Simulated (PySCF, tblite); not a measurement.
**C4H13NOSi2: geometry, infrared bands and NMR shifts**

Aim: predict the infrared bands and NMR shifts of C4H13NOSi2 (`C=C(C)[Si@@H](O)[SiH2]NC`).

Programs: tblite 0.8.0 and PySCF 2.14.0, with density-fitted response routines of our own. Each step states its level of theory. These are calculated values for one molecule in the gas phase, unless marked as measured. Atoms are numbered from 0 throughout.

**1. The molecule as given**

21 atoms, charge 0, multiplicity 1; geometry from: force field or distance geometry start.

Bonds of the start (Å): C0–C1 1.34, C1–C2 1.51, C1–Si3 1.88, Si3–O4 1.66, Si3–Si5 2.39, Si5–N6 1.72, N6–C7 1.46, C0–H8 1.09, C0–H9 1.08, C2–H10 1.11, C2–H11 1.09, C2–H12 1.10, Si3–H13 1.48, O4–H14 0.97, Si5–H15 1.50, Si5–H16 1.48, N6–H17 1.01, C7–H18 1.10, C7–H19 1.09, C7–H20 1.09.

**2. Geometry optimisation with GFN2-xTB**

The job: settings as JSON, then the geometry in Å.

```
{"job": {"kind": "relax", "xc": "GFN2-xTB", "basis": "xTB"}, "charge": 0, "multiplicity": 1}
C     -0.612600     2.083300    -1.879700
C     -1.276300     1.379400    -0.949900
C     -1.960600     2.035000     0.220200
Si    -1.403000    -0.491600    -1.008200
O     -0.992900    -1.069000    -2.506500
Si     0.120300    -1.384000     0.600000
N      1.744800    -1.074700     0.118000
C      2.909900    -1.688500     0.755700
H     -0.566700     3.167800    -1.831000
H     -0.138400     1.619800    -2.727700
H     -3.042600     1.800300     0.216800
H     -1.542400     1.718700     1.174400
H     -1.886100     3.131300     0.178900
H     -2.786700    -0.909300    -0.676800
H     -0.041800    -1.099100    -2.695800
H     -0.060200    -0.729800     1.933900
H     -0.026200    -2.850300     0.723200
H      1.883100    -0.073800     0.107900
H      2.996600    -1.392000     1.807300
H      3.818800    -1.376700     0.236500
H      2.854000    -2.779900     0.700200
```

Launch:

```
$ OMP_NUM_THREADS=1 python probes_run.py task.json out
```

This one command runs all jobs of the session in turn.

**Question.** This job is followed by: GFN2-xTB harmonic vibrations, gas phase; GIAO PBE0/pcSseg-1 NMR shielding, non-relativistic, gas phase. What will the session give for the following? strongest single infrared mode (GFN2-xTB); zero-point energy (GFN2-xTB); 13C shifts against TMS (PBE0/pcSseg-1); 1H shifts against TMS (PBE0/pcSseg-1, means over atoms taken as alike); 29Si shifts against TMS (PBE0/pcSseg-1); 17O shifts against H2O (PBE0/pcSseg-1); 15N shifts against NH3 (PBE0/pcSseg-1).

As calculated:

```
                                                              quantity                                                      value
                             strongest single infrared mode (GFN2-xTB)                                      2090 cm⁻¹, 416 km/mol
                                          zero-point energy (GFN2-xTB)                                             101.0 kcal/mol
                                13C shifts against TMS (PBE0/pcSseg-1)                               154.5, 132.6, 35.3, 24.6 ppm
1H shifts against TMS (PBE0/pcSseg-1, means over atoms taken as alike)  6.19, 5.53, 5.33, 4.86, 4.78, 2.77, 1.87, 0.93, -0.85 ppm
                               29Si shifts against TMS (PBE0/pcSseg-1)                                           -13.6, -56.3 ppm
                                17O shifts against H2O (PBE0/pcSseg-1)                                                   14.7 ppm
                                15N shifts against NH3 (PBE0/pcSseg-1)                                                    2.1 ppm
```

What this shows: The optimisation took 188 steps and gained 0.308 eV; among the close pairs (by a distance rule), Si3–Si5 changed most, from 2.388 to 2.298 Å. No mode is imaginary among the 57: a minimum at this level. The strongest single mode, at 2090 cm⁻¹, moves mainly H15. GFN2-xTB is a fitted tight-binding method: band positions and strengths are rough. Its intensities can rank the bands wrongly. C1 (fully substituted alkene carbon) lies farthest downfield among carbon, at 154.5 ppm; the olefinic region. At PBE0/pcSseg-1: The widest tensor belongs to C1: span 245 ppm, with a paramagnetic part of -235 ppm.
